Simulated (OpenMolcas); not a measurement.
# CH7NSn (SMILES C[NH][SnH3]): levels of theory compared

We compute a comparison of 5 runs (HF/3-21G, B2PLYP/def2-SVP, M06-2X/def2-SVP, SVWN5/def2-SVP, MP2/def2-SVP) of CH7NSn. 

The results are computed with OpenMolcas 26.06.

## Step 1: The structure to begin with

The species is CH7NSn (10 atoms), meant as a singlet with charge 0. As SMILES, `C[NH][SnH3]`. The shape is that of a PBE0-D4/def2-TZVP optimisation.

Bond lengths: C1–N2 1.451 Å, N2–Sn3 2.028 Å, C1–H4 1.095 Å, C1–H5 1.094 Å, C1–H6 1.101 Å, N2–H7 1.011 Å, Sn3–H8 1.705 Å, Sn3–H9 1.706 Å, Sn3–H10 1.718 Å. Some angles: C1–N2–Sn3 118.3°, C1–N2–H7 111.0°, Sn3–N2–H7 112.3°, N2–C1–H4 110.3°, N2–C1–H5 109.7°, N2–C1–H6 115.2°, N2–Sn3–H8 106.4°, N2–Sn3–H9 105.8°, N2–Sn3–H10 112.2°, H4–C1–H5 106.6°.

## Step 2: Energy and gradient at HF/3-21G (run 1)

Contents of mol.inp:

```
* CH7NSn Hartree-Fock

&GATEWAY
  BasLib = $CurrDir
  Coord
  10
  angstrom
  C       -0.898400       0.758000      -0.879200
  N       -0.343000      -0.532900      -0.516500
  Sn       0.897300      -0.629400       1.085100
  H       -1.664200       0.637600      -1.652700
  H       -1.396800       1.201100      -0.011700
  H       -0.168200       1.494600      -1.247500
  H        0.037300      -1.004000      -1.326200
  H        1.451700      -2.239000       1.169900
  H       -0.052600      -0.195500       2.433700
  H        2.220200       0.458400       0.948000
  Basis = 3-21G
  Group = NoSym

&SEWARD

&SCF
  Thresholds = 1e-10 1e-07 1e-07 1e-05
  PrOrbitals = 1 2

&ALASKA
```

The basis set 3-21G is read from a file made from the Basis Set Exchange's data (not shown).

Started as:

```console
$ export MOLCAS_MEM=1860
$ pymolcas mol.inp > mol.log
```

The program printed:

```text
--- Start Module: gateway ---
[...]
--- Stop Module: gateway /rc=_RC_ALL_IS_WELL_ ---
[...]
      Basis functions           63
[...]
--- Start Module: scf ---
[...]
       Convergence after  12 Iterations
[...]
::    Total SCF energy                              -6092.0999247454
[...]
      Total spin, S                                     0.0000000000
[...]
      Total electronic charge=   70.000000
      Total            charge=   -0.000000
[...]
      Dipole Moment (debye):
      Origin of the operator (angstrom)=    0.6043   -0.4804    0.7364
                   X=  8.7404E-01               Y=  5.2576E-01               Z= -6.0548E-01           Total=  1.1862E+00
      Quadrupole Moment (debye*angstrom):
[...]
 *              Molecular gradients               *
 **************************************************
  Irreducible representation: a
 ------------------------------------------------------------------------------------------
                              X                       Y                       Z
 ------------------------------------------------------------------------------------------
  C1                1.77516430847544E-02   -1.85627598549591E-02    7.71273821153873E-03
  N2               -2.58044129749813E-02    7.89202862345542E-03   -1.90944958730199E-03
  SN3               1.10130581875580E-02    1.21589896344876E-03    5.46727788542256E-03
  H4               -4.46424898583953E-03   -1.99902232351098E-03   -4.35537335323755E-03
  H5               -2.74180186753892E-03    2.43506961800755E-03    4.98511102228250E-03
  H6                3.60741573514733E-03    4.34731977506031E-03   -1.91096800282020E-03
  H7                8.27738585039395E-03    2.44627080104021E-03   -9.76443842715113E-05
  H8               -4.31260781836862E-03    8.92733989317307E-03   -1.51629778360352E-03
[...]
```

It took 3.6 s on 1 thread of Arm Neoverse V2, shared host; peak memory 0.4 GiB.

## Step 3: A single-point energy at B2PLYP/def2-SVP (core potential) (run 2)

Contents of coord.xyz:

```xyz
10

C     -0.898400     0.758000    -0.879200
N     -0.343000    -0.532900    -0.516500
Sn     0.897300    -0.629400     1.085100
H     -1.664200     0.637600    -1.652700
H     -1.396800     1.201100    -0.011700
H     -0.168200     1.494600    -1.247500
H      0.037300    -1.004000    -1.326200
H      1.451700    -2.239000     1.169900
H     -0.052600    -0.195500     2.433700
H      2.220200     0.458400     0.948000
```

Contents of mol.inp:

```
&GATEWAY
 BasLib=$CurrDir
 Coord=coord.xyz
 Basis=def2-SVP
 Group=NoSym

&SEWARD
 GridInput
 Grid=UltraFine
 End of Grid

&SCF
 KSDFT=B2PLYP_SCF
 Thresholds=1e-10 1e-07 1e-07 1e-05
 PrOrbitals=1

&MBPT2
 Frozen=6
```

The basis set def2-SVP is read from a file made from the Basis Set Exchange's data (not shown).

Started as:

```console
$ export MOLCAS_MEM=1860
$ pymolcas mol.inp > mol.log
```

The program printed:

```text
--- Start Module: gateway ---
[...]
--- Stop Module: gateway /rc=_RC_ALL_IS_WELL_ ---
[...]
      Basis functions           89
[...]
--- Start Module: scf ---
[...]
       Convergence after  13 Iterations
[...]
::    Total KS-DFT energy                            -310.7099629587
[...]
      Total spin, S                                     0.0000000000
[...]
      Total electronic charge=   42.000000
      Total            charge=   -0.000000
[...]
      Dipole Moment (debye):
      Origin of the operator (angstrom)=    0.6043   -0.4804    0.7364
                   X=  6.0715E-01               Y=  3.0492E-01               Z= -5.2729E-01           Total=  8.6003E-01
      Quadrupole Moment (debye*angstrom):
[...]
--- Stop Module: scf /rc=_RC_ALL_IS_WELL_ ---
[...]
--- Start Module: mbpt2 ---
[...]
 ###    WARNING: MP2 implementation intended for RHF references only         ###
 ###############################################################################
MBPT2 WARNING: Reference function according to RunFile:KS-DFT
I'll assume you know what you're doing and continue
WARNING!
Default frozen orbitals as non valence orbitals is overwritten by user input.
Default values:   2
[...]
       Reference weight ( Cref**2 )         =        0.80613
::    Total MBPT2 energy                             -311.2525989758
[...]
      Total MBPT2 calculations                           0.29      0.32
--- Stop Module: mbpt2 /rc=_RC_ALL_IS_WELL_ ---
[...]
```

It took 28 s on 1 thread of Arm Neoverse V2, shared host; peak memory 0.49 GiB.

## Step 4: Energy and forces at M06-2X/def2-SVP (core potential) (run 3)

Contents of mol.xyz:

```xyz
10

C     -0.898400     0.758000    -0.879200
N     -0.343000    -0.532900    -0.516500
Sn     0.897300    -0.629400     1.085100
H     -1.664200     0.637600    -1.652700
H     -1.396800     1.201100    -0.011700
H     -0.168200     1.494600    -1.247500
H      0.037300    -1.004000    -1.326200
H      1.451700    -2.239000     1.169900
H     -0.052600    -0.195500     2.433700
H      2.220200     0.458400     0.948000
```

Contents of run.inp:

```
>>> EXPORT MOLCAS_PRINT=2
&GATEWAY
BASLIB=$CurrDir
COORD=mol.xyz
BASIS=def2-SVP
GROUP=NoSym
&SEWARD
GRIDINPUT
Grid=UltraFine
End of Grid
&SCF
KSDFT=M062X
THRESHOLDS=1e-10 1e-07 1e-07 1e-05
PRORBITALS=0
&ALASKA
```

The basis set def2-SVP is read from a file made from the Basis Set Exchange's data (not shown).

Started as:

```console
$ export MOLCAS_MEM=1860
$ pymolcas run.inp > run.log
```

The program printed:

```text
--- Start Module: gateway ---
[...]
--- Stop Module: gateway /rc=_RC_ALL_IS_WELL_ ---
[...]
      Basis functions           89
[...]
--- Start Module: scf ---
[...]
       Convergence after  13 Iterations
[...]
::    Total KS-DFT energy                            -311.1213097219
[...]
      Total spin, S                                     0.0000000000
[...]
      Total electronic charge=   42.000000
      Total            charge=   -0.000000
[...]
      Dipole Moment (debye):
      Origin of the operator (angstrom)=    0.6043   -0.4804    0.7364
                   X=  5.9372E-01               Y=  2.9196E-01               Z= -5.4497E-01           Total=  8.5717E-01
      Quadrupole Moment (debye*angstrom):
[...]
 *              Molecular gradients               *
 **************************************************
  Irreducible representation: a
 ------------------------------------------------------------------------------------------
                              X                       Y                       Z
 ------------------------------------------------------------------------------------------
  C1               -3.78542323463460E-04    4.62337748245201E-03    5.56697379898274E-04
  N2                2.06564287794553E-03   -2.94916147205360E-03    1.50953027015888E-03
  SN3              -1.78685908327658E-03    5.72941093532009E-04   -4.34824728402994E-03
  H4                3.38765461974111E-03   -5.54562899656830E-04    3.02328045269729E-03
  H5                2.46882183431474E-03   -2.30221918588969E-03   -3.75512867743266E-03
  H6               -2.78397699843991E-03   -3.38677012236799E-03    1.69758112490670E-03
  H7               -1.81119422500986E-04    3.31227189763972E-03    5.25708187893947E-03
  H8               -1.69969268042225E-03    3.98973651316847E-03   -4.64249369291903E-04
[...]
```

Run time: 51 s. Hardware: 1 thread of Arm Neoverse V2, shared host; peak memory 0.49 GiB.

Run 4 isn't shown in full; the table further down has it.

## Step 5: A single-point energy at MP2/def2-SVP (core potential) (run 5)

Contents of run.input:

```
>>> EXPORT MOLCAS_PRINT=2

&GATEWAY
 BasLib=$CurrDir
 Coord
 10
 bohr
 C     -1.69772995     1.43241240    -1.66144721
 N     -0.64817606    -1.00703505    -0.97604354
 Sn     1.69565125    -1.18939362     2.05054182
 H     -3.14488222     1.20488938    -3.12315037
 H     -2.63956945     2.26975005    -0.02210980
 H     -0.31785193     2.82438467    -2.35743334
 H      0.07048678    -1.89728503    -2.50615479
 H      2.74331542    -4.23109679     2.21079059
 H     -0.09939959    -0.36944146     4.59902647
 H      4.19556994     0.86625046     1.79146037
 Basis=def2-SVP
 Group=NoSym

&SEWARD

&SCF
 Thresholds=1e-10 1e-07 1e-07 1e-05
 PrOrbitals=1 2

&MBPT2
 Frozen=6
```

The basis set def2-SVP is read from a file made from the Basis Set Exchange's data (not shown).

Started as:

```console
$ export MOLCAS_MEM=1860
$ pymolcas run.input > run.log
```

The program printed:

```text
--- Start Module: gateway ---
[...]
--- Stop Module: gateway /rc=_RC_ALL_IS_WELL_ ---
[...]
      Basis functions           89
[...]
--- Start Module: scf ---
[...]
       Convergence after  13 Iterations
[...]
::    Total SCF energy                               -309.6236147160
[...]
      Total spin, S                                     0.0000000000
[...]
      Total electronic charge=   42.000000
      Total            charge=   -0.000000
[...]
      Dipole Moment (debye):
      Origin of the operator (angstrom)=    0.6043   -0.4804    0.7364
                   X=  7.1219E-01               Y=  3.5479E-01               Z= -4.8599E-01           Total=  9.3235E-01
      Quadrupole Moment (debye*angstrom):
[...]
--- Stop Module: scf /rc=_RC_ALL_IS_WELL_ ---
[...]
--- Start Module: mbpt2 ---
[...]
WARNING!
Default frozen orbitals as non valence orbitals is overwritten by user input.
Default values:   2
[...]
       Reference weight ( Cref**2 )         =        0.86702
::    Total MBPT2 energy                             -310.0645347106
[...]
      Total MBPT2 calculations                           0.29      0.32
--- Stop Module: mbpt2 /rc=_RC_ALL_IS_WELL_ ---
[...]
```

Wall time 6 s (1 thread of Arm Neoverse V2, shared host); peak memory 0.49 GiB.

## Step 6: All runs side by side

| run | level | task | frozen core orbitals | energy (Eh) | dipole moment (D) of the reference | HOMO energy (eV) | LUMO energy (eV) | wall time |
| --- | --- | --- | --- | --- | --- | --- | --- | --- |
| 1 | HF/3-21G | gradient | – | -6092.099925 | 1.19 | -9.48 | 3.53 | 3.6 s |
| 2 | B2PLYP/def2-SVP (core potential) | energy | 6 | -310.856475 | 0.86 | -7.59 | 1.42 | 28 s |
| 3 | M06-2X/def2-SVP (core potential) | gradient | – | -311.121310 | 0.86 | -7.67 | 1.07 | 51 s |
| 4 | SVWN5/def2-SVP (core potential) | gradient | – | -310.046554 | 0.84 | -4.97 | -0.65 | 31 s |
| 5 | MP2/def2-SVP (core potential) | energy | 6 | -310.064535 | 0.93 | -9.80 | 3.22 | 6 s |

## Step 7: Summary of results

| quantity | value |
| --- | --- |
| run 5: total energy | -310.06453 Eh |
| run 5: dipole moment (mean-field density) | 0.93 D |
| run 5: HOMO energy (Hartree–Fock orbitals) | -9.80 eV |
| run 5: LUMO energy (Hartree–Fock orbitals) | 3.22 eV |
| run 5: HOMO–LUMO gap (Hartree–Fock orbitals) | 13.02 eV |
| run 5: correlation energy (6 core orbitals frozen) | -440.9 mEh |

What this shows: Over runs 1, 2, 3, 4 the dipole moment (its size) runs from 0.84 D (SVWN5/def2-SVP) to 1.19 D (HF/3-21G). The two ends differ in method and basis and core potential. Over runs 1, 2, 3, 4 the HOMO–LUMO gap runs from 4.32 eV (SVWN5/def2-SVP) to 13.01 eV (HF/3-21G). For B2PLYP the log adds the whole second-order term; the table takes 0.27 of it, as the functional is defined. Totals of different functionals can't be ranked against each other. Some runs of one species differ in core potentials or relativity; totals across that change don't compare. In run 1 relativity is left out where basis or elements ask for it. All runs together took 2 min, the longest 51 s.
